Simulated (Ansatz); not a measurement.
**Sc6Te2Ru: further runs on the relaxed cell**

This session takes Sc6Te2Ru and sets out to fit an equation of state.

Program: Ansatz 0.2.0. Level of theory: DFT PBEsol, scalar-relativistic, plane waves, PAW. These are calculated values, not measurements.

## (1) The system as given

It takes space group P-62m (No. 189, hexagonal). The conventional cell has a = 7.664 Å, b = 7.664 Å, c = 3.767 Å, α = 90.00°, β = 90.00°, γ = 120.00°. Around Sc (site symmetry m2m) lie 2 Ru at 2.63 Å and 2 Te at 2.98 Å. Sc (site symmetry m2m) is surrounded by 1 Ru at 2.98 Å and 4 Te at 3.03 Å and 6 Sc at 3.21 to 3.41 Å. Te (site symmetry -6) is surrounded by 9 Sc at 2.98 to 3.03 Å. Ru (site symmetry -62m) has 9 Sc at 2.63 to 2.98 Å in its first shell of neighbours.

Structure file:

```cif
data_structure
_symmetry_space_group_name_H-M 'P-62m'
_symmetry_Int_Tables_number 189
_cell_length_a 7.6642
_cell_length_b 7.6642
_cell_length_c 3.7668
_cell_angle_alpha 90.000
_cell_angle_beta 90.000
_cell_angle_gamma 120.000
_cell_volume 191.62
loop_
_atom_site_label
_atom_site_type_symbol
_atom_site_symmetry_multiplicity
_atom_site_Wyckoff_symbol
_atom_site_fract_x
_atom_site_fract_y
_atom_site_fract_z
_atom_site_occupancy
Sc1 Sc 3 g 0.23965 0.00000 0.50000 1
Sc2 Sc 3 f 0.61097 0.00000 0.00000 1
Te1 Te 2 d 0.33333 0.66667 0.50000 1
Ru1 Ru 1 a 0.00000 0.00000 0.00000 1
```

It goes back to an entry of the Materials Project, which need not be the stable form.

It is the result of an earlier relaxation at this level (volume 21.29 Å³/atom; gap on the mesh: none (metal)).

## (2) The cell scaled to 0.97 of its volume

Input file input.yaml:

```yaml
crystal:
  lattice:
    - [7.5867369762, 0.0, 0.0]
    - [-3.7933684881, 6.5703069533, 0.0]
    - [0.0, 0.0, 3.7287529849]
  atoms:
    - { symbol: Sc, position: [0.2396484223, 0.0, 0.5] }
    - { symbol: Sc, position: [0.0, 0.2396484223, 0.5] }
    - { symbol: Sc, position: [0.7603515777, 0.7603515777, 0.5] }
    - { symbol: Sc, position: [0.6109686146, 0.0, 0.0] }
    - { symbol: Sc, position: [0.0, 0.6109686146, 0.0] }
    - { symbol: Sc, position: [0.3890313854, 0.3890313854, 0.0] }
    - { symbol: Te, position: [0.3333333333, 0.6666666667, 0.5] }
    - { symbol: Te, position: [0.6666666667, 0.3333333333, 0.5] }
    - { symbol: Ru, position: [0.0, 0.0, 0.0] }
basis:
  ecutwfc: 420
kpoints:
  mp_grid: { grid: [6, 6, 10] }
hamiltonian:
  xc: pbesol
scf:
  occupations: { method: gaussian, width: 0.1 }
output:
  forces: true
  stress: true
  eigenvalues: true
relax:
  adjacent_minimum: "off"
  f_tol: 0.01
  max_steps: 30
  cell: { stress_tol: 0.1, fix: [volume] }
```

On the command line:

```sh
> ansatz run input.yaml --threads 2 --pin off --max-ram 5120MiB --backend cpu --events-out ev --progress --plain --runs-dir out
```

## (3) The cell scaled to 1.03 of its volume

input.yaml, as its differences from that of step 2:

```diff
@@ -2,5 +2,5 @@
   lattice:
-    - [7.5867369762, 0.0, 0.0]
-    - [-3.7933684881, 6.5703069533, 0.0]
-    - [0.0, 0.0, 3.7287529849]
+    - [7.7400456948, 0.0, 0.0]
+    - [-3.8700228474, 6.7030761982, 0.0]
+    - [0.0, 0.0, 3.8041016287]
   atoms:
```

## (4) Point at V/V0 = 0.94

Input file input.yaml:

```yaml
crystal:
  lattice:
    - [7.5152231393, 0.0, 0.0]
    - [-3.7576115697, 6.5083741538, 0.0]
    - [0.0, 0.0, 3.6825277563]
  atoms:
    - { symbol: Sc, position: [0.2411510911, 0.0, 0.5] }
    - { symbol: Sc, position: [0.0, 0.2411510911, 0.5] }
    - { symbol: Sc, position: [0.7588489089, 0.7588489089, 0.5] }
    - { symbol: Sc, position: [0.6096156183, 0.0, 0.0] }
    - { symbol: Sc, position: [0.0, 0.6096156183, 0.0] }
    - { symbol: Sc, position: [0.3903843817, 0.3903843817, 0.0] }
    - { symbol: Te, position: [0.3333333333, 0.6666666667, 0.5] }
    - { symbol: Te, position: [0.6666666667, 0.3333333333, 0.5] }
    - { symbol: Ru, position: [0.0, 0.0, 0.0] }
basis:
  ecutwfc: 420
kpoints:
  mp_grid: { grid: [6, 6, 10] }
hamiltonian:
  xc: pbesol
scf:
  occupations: { method: gaussian, width: 0.1 }
output:
  forces: true
  stress: true
  eigenvalues: true
relax:
  adjacent_minimum: "off"
  f_tol: 0.01
  max_steps: 30
  cell: { stress_tol: 0.1, fix: [volume] }
```

## (5) Point at V/V0 = 1.06

Input file input.yaml:

```yaml
crystal:
  lattice:
    - [7.808204814, 0.0, 0.0]
    - [-3.904102407, 6.7621037269, 0.0]
    - [0.0, 0.0, 3.8468513747]
  atoms:
    - { symbol: Sc, position: [0.2380509006, 0.0, 0.5] }
    - { symbol: Sc, position: [0.0, 0.2380509006, 0.5] }
    - { symbol: Sc, position: [0.7619490994, 0.7619490994, 0.5] }
    - { symbol: Sc, position: [0.6123625816, 0.0, 0.0] }
    - { symbol: Sc, position: [0.0, 0.6123625816, 0.0] }
    - { symbol: Sc, position: [0.3876374184, 0.3876374184, 0.0] }
    - { symbol: Te, position: [0.3333333333, 0.6666666667, 0.5] }
    - { symbol: Te, position: [0.6666666667, 0.3333333333, 0.5] }
    - { symbol: Ru, position: [0.0, 0.0, 0.0] }
basis:
  ecutwfc: 420
kpoints:
  mp_grid: { grid: [6, 6, 10] }
hamiltonian:
  xc: pbesol
scf:
  occupations: { method: gaussian, width: 0.1 }
output:
  forces: true
  stress: true
  eigenvalues: true
relax:
  adjacent_minimum: "off"
  f_tol: 0.01
  max_steps: 30
  cell: { stress_tol: 0.1, fix: [volume] }
```

(Steps that only read results are left out.)

What does the calculation give? Wanted: equilibrium volume of the fit; bulk modulus.

As calculated:

| quantity | value |
| --- | --- |
| equilibrium volume of the fit | 21.29 Å³/atom |
| bulk modulus | 79 GPa |
| its pressure derivative | 4.5 |

What this shows: The fit puts the minimum at 21.29 Å³/atom with B = 79 GPa and B' = 4.5. Spin-orbit coupling is left out for Te.
